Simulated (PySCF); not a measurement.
# ClGeH (Chlorogermylene): the cost of one run

Computed with PySCF 2.14.0, with density-fitted response routines of our own, on a single molecule, in the gas phase or a continuum. Atoms are numbered from 0 throughout.

### 1 The starting structure

3 atoms, charge 0, multiplicity 1; geometry from: GFN2-xTB. The atoms were then displaced at random by about 0.01 Å, so the start is not that level's minimum.

Bonds of the start (Å): Cl0–Ge1 2.16, Ge1–H2 1.68.

### 2 Relaxing the molecule at PBE0-D3(BJ)/def2-SVP

The job: settings as JSON, then the geometry in Å.

```
{"job": {"xc": "PBE0", "basis": "def2-SVP", "d3": "d3bj", "grid": 1, "shake": 0.01, "kind": "geom"}, "charge": 0, "multiplicity": 1}
Cl     1.565240    -0.325950     0.002220
Ge    -0.273630     0.812900    -0.015220
H     -1.285590    -0.521900    -0.006180
```

Started as:

```bash
> OMP_NUM_THREADS=1 python probes_run.py task.json out
```

The driver reads the jobs from task.json and runs them one after another.

Q: Estimate the wall time and peak memory of this first job on 1 thread of AMD EPYC, shared host.

About 8.6 s, with a peak of 0.28 GiB.
